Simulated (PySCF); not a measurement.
# C3H7NSi: the cost of one run

Programs: PySCF 2.14.0, with density-fitted response routines of our own. Each step states its level of theory. These are calculated values for one molecule in the gas phase, unless marked as measured. Atoms count from 0, in the outputs and in this text.

## (1) The molecule as given

12 atoms, charge 0, multiplicity 1; geometry from: GFN2-xTB. The atoms were then displaced at random by about 0.01 Å, so the start is not that level's minimum.

Bonds of the start (Å): N0–C1 1.29, C1–C2 1.47, C2–C3 1.51, C3–Si4 1.90, Si4–C2 1.90, N0–H5 1.02, C1–H6 1.09, C2–H7 1.10, C3–H8 1.10, C3–H9 1.07, Si4–H10 1.44, Si4–H11 1.45.

## (2) Relaxing the molecule at PBE0-D3(BJ)/def2-SVP

What the job is given:

```
{"job": {"xc": "PBE0", "basis": "def2-SVP", "d3": "d3bj", "grid": 1, "shake": 0.01, "kind": "geom"}, "charge": 0, "multiplicity": 1}
N      2.266150    -1.211420     0.150120
C      1.206730    -0.548380     0.483250
C      0.239630     0.150640    -0.370520
C     -0.612980     1.230920     0.252540
Si    -1.600720    -0.317790    -0.233370
H      2.423100    -1.178790    -0.860880
H      1.003240    -0.536010     1.551660
H      0.646430     0.368500    -1.365700
H     -0.456310     1.440590     1.320310
H     -0.740770     2.139070    -0.305860
H     -2.368060    -0.312590    -1.449300
H     -1.966750    -1.253020     0.818720
```

Run with:

```bash
$ OMP_NUM_THREADS=1 python probes_run.py task.json out
```

This one command runs all jobs of the session in turn.

**Question.** How long does this first job take on 1 thread of Arm Neoverse N1, shared host, and how much memory does it need?

About 44 s, with a peak of 0.46 GiB.
